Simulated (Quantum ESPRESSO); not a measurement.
**InTe2 in Quantum ESPRESSO: the effect of functional**

InTe2:

```
In Te
1.0
     0.00000    3.63009    3.63009
     3.63009    0.00000    3.63009
     3.63009    3.63009    0.00000
In Te
1 2
Direct
  0.75000 0.75000 0.75000
  0.00000 0.00000 0.00000
  0.25000 0.25000 0.25000
```

The cell was built by a generator and needn't be a form met in nature.

Alike in all runs:

```yaml
Program: Quantum ESPRESSO 7.5
Task: phonons
Cutoff: 762 eV
Density_cutoff: 6095 eV
k_mesh: 2 × 2 × 2, shifted
Occupations: fermi-dirac, width 0.05 eV
Spin: no spin polarisation
```

Each run relaxes the cell or the atoms first.

Problem. One run gave: relaxed volume 36.81 Å³/atom; highest phonon frequency 45 cm⁻¹. Which functional did it use?
A. revPBE
B. LDA
C. PBEsol
D. vdW-DF-cx
E. PW91

Solution. A.

| functional | potentials or basis | relaxed volume (Å³/atom) | highest phonon frequency (cm⁻¹) |
| --- | --- | --- | --- |
| LDA | GBRV 1.5 LDA | 32.33 | 55 |
| PBE | GBRV 1.5 PBE | 35.65 | 48 |
| PBEsol | GBRV 1.5 PBEsol | 33.19 | 54 |
| PW91 | GBRV 1.5 PBE | 35.70 | 48 |
| WC | GBRV 1.5 PBE | 33.39 | 54 |
| revPBE | GBRV 1.5 PBE | 36.81 | 45 |
| vdW-DF-cx | GBRV 1.5 PBE | 33.82 | 56 |

Caveats: all runs use coarse meshes; the mesh is thin for the phonons of a metal; some modes are imaginary; the potentials were made for another functional, which shifts forces and pressure (some runs); the volume moved by over 15 % at a fixed basis, so the end points are rough (some runs).
